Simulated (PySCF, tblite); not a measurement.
# C₇H₉BO: dynamics, then NMR shifts on frames, part 2 of 2

tblite 0.8.0 and PySCF 2.14.0. Atoms count from 0.

### 5 Nuclear shieldings: 625 fs, PBE0/pcSseg-1

What the job is given:

```
{"job": {"kind": "nmr", "xc": "PBE0", "basis": "pcSseg-1", "pop": false}, "charge": 0, "multiplicity": 1}
C      2.784000    -2.069400     0.301700
O      1.584000    -1.951900     1.056700
C      0.639600    -1.071200     0.592700
C      0.942900    -0.221700    -0.436200
C     -0.052500     0.586100    -1.127300
C     -1.420700     0.555400    -1.070100
B     -2.369000     0.040500    -0.054900
C     -1.871600    -1.064700     0.999900
C     -0.631100    -1.329700     1.281100
H      3.112100    -1.037700     0.272700
H      3.443600    -2.657500     0.918900
H      2.735200    -2.640300    -0.638400
H      1.911200     0.041000    -0.408200
H      0.414200     1.224900    -1.817600
H     -1.832000     1.244100    -1.793700
H     -3.515300     0.249200     0.036300
H     -2.560200    -1.216600     1.914600
H     -0.363200    -1.888000     2.270200
```

Method: GIAO PBE0/pcSseg-1 NMR shielding, non-relativistic, gas phase.

Output:

```text
coarse grid: 15360 points
cycle   1  E = -371.4904118009  dE =  1.404e+00  |g| = 6.092e-01  |ddm| = 3.997e+00
cycle   2  E = -371.3920374193  dE =  9.837e-02  |g| = 8.878e-01  |ddm| = 1.378e+00
cycle   3  E = -371.5741320361  dE = -1.821e-01  |g| = 1.469e-01  |ddm| = 9.429e-01
cycle   4  E = -371.5795232008  dE = -5.391e-03  |g| = 5.497e-02  |ddm| = 2.007e-01
cycle   5  E = -371.5802824123  dE = -7.592e-04  |g| = 1.919e-02  |ddm| = 7.440e-02
cycle   6  E = -371.5803649569  dE = -8.254e-05  |g| = 5.653e-03  |ddm| = 2.189e-02
cycle   7  E = -371.5803714583  dE = -6.501e-06  |g| = 1.681e-03  |ddm| = 6.557e-03
final grid: 149224 points
cycle   8  E = -371.6435328576  dE = -2.826e-05  |g| = 1.329e-02  |ddm| = 4.479e-02
cycle   9  E = -371.6434642537  dE =  6.860e-05  |g| = 2.287e-02  |ddm| = 2.718e-02
cycle  10  E = -371.6435672980  dE = -1.030e-04  |g| = 2.227e-03  |ddm| = 1.894e-02
cycle  11  E = -371.6435685822  dE = -1.284e-06  |g| = 4.214e-04  |ddm| = 2.630e-03
cycle  12  E = -371.6435686186  dE = -3.638e-08  |g| = 1.799e-04  |ddm| = 5.024e-04
cycle  13  E = -371.6435686268  dE = -8.220e-09  |g| = 4.075e-05  |ddm| = 1.961e-04
cycle  14  E = -371.6435686271  dE = -2.968e-10  |g| = 2.141e-05  |ddm| = 5.644e-05
converged SCF energy = -371.6435686271

GIAO shielding tensors (ppm)
atom      isotropic    diamagn.    paramagn.     s11        s22        s33       span
  0 C      129.126     244.393    -115.266     93.456    118.100    175.823     82.367
  1 O      174.762     395.820    -221.058     58.370    189.811    276.104    217.734
  2 C        0.047     260.584    -260.537   -100.579      0.899     99.822    200.401
  3 C       72.124     261.673    -189.549    -23.661     63.243    176.789    200.450
  4 C       28.113     253.548    -225.435    -94.399      9.549    169.189    263.587
  5 C       50.037     253.970    -203.933    -77.532     41.306    186.337    263.869
  6 B       52.090     192.886    -140.796      6.477     23.401    126.391    119.914
  7 C       23.304     259.672    -236.368   -125.956     25.369    170.499    296.455
  8 C       36.878     254.208    -217.330    -56.717     41.574    125.777    182.495
  9 H       26.975      29.280      -2.305     22.539     26.027     32.358      9.819
 10 H       27.751      27.156       0.595     23.606     26.879     32.767      9.160
 11 H       27.709      28.327      -0.618     24.520     25.488     33.119      8.598
 12 H       25.925      36.658     -10.733     22.556     22.964     32.255      9.699
 13 H       23.958      32.288      -8.330     20.727     22.065     29.083      8.356
 14 H       24.192      29.756      -5.563     21.552     22.394     28.630      7.078
 15 H       25.155      30.032      -4.877     22.333     24.846     28.286      5.953
 16 H       22.606      27.816      -5.209     19.482     21.586     26.752      7.270
 17 H       23.036      28.739      -5.702     17.873     23.285     27.951     10.079
```

Run time: 29 s. Hardware: 1 thread, shared host.

In short: δ C2 186.9, C7 163.6, C4 158.8, C8 150.0, H16 9.11, H17 8.68 ppm.

### 6 NMR shieldings: 800 fs, PBE0/pcSseg-1

What the job is given:

```
{"job": {"kind": "nmr", "xc": "PBE0", "basis": "pcSseg-1", "pop": false}, "charge": 0, "multiplicity": 1}
C      2.954700    -1.712500     0.220000
O      1.674500    -2.260500     0.468500
C      0.558900    -1.477400     0.174100
C      0.704200    -0.528400    -0.796300
C     -0.129500     0.538800    -1.070800
C     -1.342900     0.870300    -0.661800
B     -2.225200     0.145900     0.338400
C     -1.662500    -0.998300     1.285400
C     -0.432600    -1.573600     1.216600
H      3.030400    -0.638200     0.405400
H      3.548500    -2.260300     1.077200
H      3.457500    -1.898800    -0.777400
H      1.601600    -0.890000    -1.480000
H      0.364800     1.056700    -1.827600
H     -1.598100     1.804400    -1.108400
H     -3.360300     0.403100     0.426600
H     -2.334800    -1.386400     2.006400
H     -0.299300    -2.263400     2.023400
```

Level: GIAO PBE0/pcSseg-1 NMR shielding, non-relativistic, gas phase.

Output:

```text
coarse grid: 15360 points
cycle   1  E = -371.5029480558  dE =  1.396e+00  |g| = 6.009e-01  |ddm| = 4.023e+00
cycle   2  E = -371.4185284638  dE =  8.442e-02  |g| = 8.625e-01  |ddm| = 1.348e+00
cycle   3  E = -371.5840663937  dE = -1.655e-01  |g| = 1.362e-01  |ddm| = 8.927e-01
cycle   4  E = -371.5884637219  dE = -4.397e-03  |g| = 5.357e-02  |ddm| = 1.820e-01
cycle   5  E = -371.5891608097  dE = -6.971e-04  |g| = 2.055e-02  |ddm| = 7.306e-02
cycle   6  E = -371.5892635710  dE = -1.028e-04  |g| = 4.841e-03  |ddm| = 2.412e-02
cycle   7  E = -371.5892685778  dE = -5.007e-06  |g| = 1.438e-03  |ddm| = 5.839e-03
final grid: 149224 points
cycle   8  E = -371.6520315510  dE = -2.791e-05  |g| = 1.283e-02  |ddm| = 4.142e-02
cycle   9  E = -371.6519788814  dE =  5.267e-05  |g| = 2.093e-02  |ddm| = 2.673e-02
cycle  10  E = -371.6520642976  dE = -8.542e-05  |g| = 2.231e-03  |ddm| = 1.832e-02
cycle  11  E = -371.6520655650  dE = -1.267e-06  |g| = 4.460e-04  |ddm| = 2.635e-03
cycle  12  E = -371.6520656113  dE = -4.638e-08  |g| = 1.839e-04  |ddm| = 5.866e-04
cycle  13  E = -371.6520656202  dE = -8.877e-09  |g| = 3.621e-05  |ddm| = 1.913e-04
cycle  14  E = -371.6520656204  dE = -2.252e-10  |g| = 2.082e-05  |ddm| = 5.264e-05
converged SCF energy = -371.6520656204

GIAO shielding tensors (ppm)
atom      isotropic    diamagn.    paramagn.     s11        s22        s33       span
  0 C      115.134     243.411    -128.277     80.682     95.272    169.448     88.766
  1 O      189.179     401.275    -212.096     80.316    220.370    266.850    186.535
  2 C        3.250     259.946    -256.696    -88.940     -1.430    100.121    189.061
  3 C       53.110     261.630    -208.520    -46.597     60.039    145.888    192.485
  4 C       46.828     254.617    -207.789    -65.973     28.805    177.653    243.625
  5 C       48.744     255.929    -207.185    -80.640     38.508    188.364    269.004
  6 B       52.439     191.429    -138.990      7.499     19.645    130.172    122.673
  7 C       14.385     259.974    -245.588   -147.791     10.930    180.017    327.807
  8 C       34.186     252.379    -218.193    -78.175     29.489    151.245    229.420
  9 H       27.944      30.367      -2.423     25.239     26.145     32.448      7.210
 10 H       25.225      24.687       0.539     19.972     24.222     31.482     11.510
 11 H       26.380      26.637      -0.257     23.015     24.476     31.650      8.635
 12 H       23.318      31.916      -8.598     19.310     21.933     28.711      9.400
 13 H       24.409      32.972      -8.563     19.723     23.298     30.207     10.484
 14 H       24.203      30.584      -6.381     21.245     22.421     28.941      7.696
 15 H       25.217      29.929      -4.712     23.017     24.728     27.907      4.890
 16 H       22.716      30.986      -8.270     17.464     22.474     28.209     10.745
 17 H       23.446      30.533      -7.087     18.893     22.090     29.356     10.462
```

Run time: 29 s. Hardware: 1 thread, shared host.

This run: δ C2 183.7, C7 172.5, C8 152.7, C4 140.1, H16 9.00, H12 8.40 ppm.

### 7 Shielding tensors: 1000 fs, PBE0/pcSseg-1

What the job is given:

```
{"job": {"kind": "nmr", "xc": "PBE0", "basis": "pcSseg-1", "pop": false}, "charge": 0, "multiplicity": 1}
C      3.337900    -1.509600    -0.127100
O      2.029500    -1.994500     0.106600
C      0.876300    -1.247100     0.196100
C      0.863800     0.088700    -0.059700
C     -0.236000     0.865800    -0.356800
C     -1.578900     0.591800    -0.282300
B     -2.330300    -0.764200    -0.100400
C     -1.475100    -1.843100     0.709000
C     -0.122600    -2.083800     0.758100
H      3.936400    -1.107700     0.743600
H      3.941800    -2.431000    -0.384700
H      3.393700    -0.745300    -0.965100
H      1.779700     0.436600    -0.365600
H      0.022100     1.807700    -0.748300
H     -2.207200     1.265800    -0.883000
H     -3.513300    -0.933700    -0.458400
H     -2.017600    -2.644000     1.122900
H      0.239900    -2.903300     1.433800
```

Level: GIAO PBE0/pcSseg-1 NMR shielding, non-relativistic, gas phase.

Output:

```text
coarse grid: 15360 points
cycle   1  E = -371.5138425889  dE =  1.308e+00  |g| = 5.775e-01  |ddm| = 3.966e+00
cycle   2  E = -371.4421199564  dE =  7.172e-02  |g| = 8.089e-01  |ddm| = 1.238e+00
cycle   3  E = -371.5868180644  dE = -1.447e-01  |g| = 1.412e-01  |ddm| = 8.162e-01
cycle   4  E = -371.5915667620  dE = -4.749e-03  |g| = 5.767e-02  |ddm| = 1.894e-01
cycle   5  E = -371.5923923045  dE = -8.255e-04  |g| = 2.178e-02  |ddm| = 7.727e-02
cycle   6  E = -371.5925007179  dE = -1.084e-04  |g| = 5.132e-03  |ddm| = 2.448e-02
cycle   7  E = -371.5925059578  dE = -5.240e-06  |g| = 1.669e-03  |ddm| = 6.272e-03
final grid: 149224 points
cycle   8  E = -371.6557367788  dE = -2.250e-05  |g| = 1.309e-02  |ddm| = 3.629e-02
cycle   9  E = -371.6556730057  dE =  6.377e-05  |g| = 2.206e-02  |ddm| = 2.687e-02
cycle  10  E = -371.6557712940  dE = -9.829e-05  |g| = 2.247e-03  |ddm| = 1.869e-02
cycle  11  E = -371.6557726284  dE = -1.334e-06  |g| = 4.352e-04  |ddm| = 2.703e-03
cycle  12  E = -371.6557726703  dE = -4.192e-08  |g| = 2.012e-04  |ddm| = 6.006e-04
cycle  13  E = -371.6557726811  dE = -1.080e-08  |g| = 5.065e-05  |ddm| = 2.232e-04
cycle  14  E = -371.6557726817  dE = -5.424e-10  |g| = 2.313e-05  |ddm| = 6.482e-05
converged SCF energy = -371.6557726817

GIAO shielding tensors (ppm)
atom      isotropic    diamagn.    paramagn.     s11        s22        s33       span
  0 C      128.392     238.672    -110.280     92.709    115.370    177.097     84.388
  1 O      190.352     395.060    -204.708     80.932    224.660    265.464    184.532
  2 C       11.939     257.319    -245.381    -82.314     12.499    105.631    187.945
  3 C       78.488     258.034    -179.546    -19.394     77.141    177.717    197.112
  4 C       36.259     254.868    -218.608    -85.837     25.108    169.506    255.344
  5 C       29.903     254.252    -224.349   -124.238     28.995    184.953    309.191
  6 B       46.566     196.034    -149.467    -13.624     32.353    120.970    134.594
  7 C       18.926     254.956    -236.030   -123.832     -1.819    182.429    306.261
  8 C       35.260     256.509    -221.249    -75.564     45.116    136.229    211.793
  9 H       27.109      26.693       0.415     23.988     24.345     32.994      9.006
 10 H       26.421      24.427       1.994     22.025     25.044     32.195     10.170
 11 H       26.761      27.277      -0.516     22.869     25.180     32.235      9.366
 12 H       26.084      36.260     -10.176     21.686     24.382     32.185     10.500
 13 H       24.093      32.817      -8.723     20.267     22.999     29.013      8.746
 14 H       23.059      29.944      -6.885     18.429     22.815     27.933      9.504
 15 H       24.006      28.755      -4.749     21.402     24.024     26.592      5.190
 16 H       23.622      29.346      -5.724     18.959     22.845     29.062     10.103
 17 H       22.838      29.673      -6.836     19.006     21.829     27.678      8.672
```

It took 29 s on 1 thread, shared host.

In short: δ C2 175.0, C7 168.0, C5 157.0, C8 151.7, H17 8.88, H14 8.66 ppm.

### 8 Comparing the runs: NMR shifts

Shifts (ppm) of some atoms, chosen among heavy atoms and hydrogens apart, with basis size and wall time:

```
  frame     C5     C7     C4     C3   H12   H10     O1  functions  time
 250 fs  158.3  155.2  147.2  118.4  7.32  4.48  143.4        198  30 s
 425 fs  160.5  161.8  154.6  128.3  6.95  4.97  123.3        198  30 s
 625 fs  136.9  163.6  158.8  114.8  5.79  3.97  161.3        198  29 s
 800 fs  138.2  172.5  140.1  133.8  8.40  6.49  146.9        198  29 s
1000 fs  157.0  168.0  150.7  108.4  5.63  5.30  145.7        198  29 s
```

### 9 Outcome

What follows sums up all 2 parts.

| quantity | value |
| --- | --- |
| thermostat | 600 K |
| mean temperature, second half | 528 K |
| mean potential energy above the minimum | 1.33 eV |
| ¹³C shifts against TMS (PBE0/pcSseg-1, 250 fs) | 173.9, 160.2, 158.3, 155.2, 147.2, 118.4, 66.1 ppm |
| ¹H shifts against TMS (PBE0/pcSseg-1, 250 fs) | 8.80, 8.18, 8.08, 8.01, 7.32, 6.54, 5.81, 4.48, 4.00 ppm |
| ¹⁷O shifts against H2O (PBE0/pcSseg-1, 250 fs) | 143.4 ppm |
| ¹¹B shifts against BF3·OEt2 (PBE0/pcSseg-1, 250 fs) | 41.2 ppm |
| range of the shift of O1 | 123.3 to 161.3 ppm |

What this shows: In the second half the potential energy averages 1.33 eV above the minimum; equipartition over 48 harmonic modes at 600 K would give 1.24 eV. With 18 atoms the temperature swings widely (349 to 737 K). Shifts at one fixed geometry are not the observed spectrum, which averages over the motion. In ppm, O1 moves most: its shift spreads over 38.0 ppm, from 123.3 (425 fs) to 161.3 (625 fs).
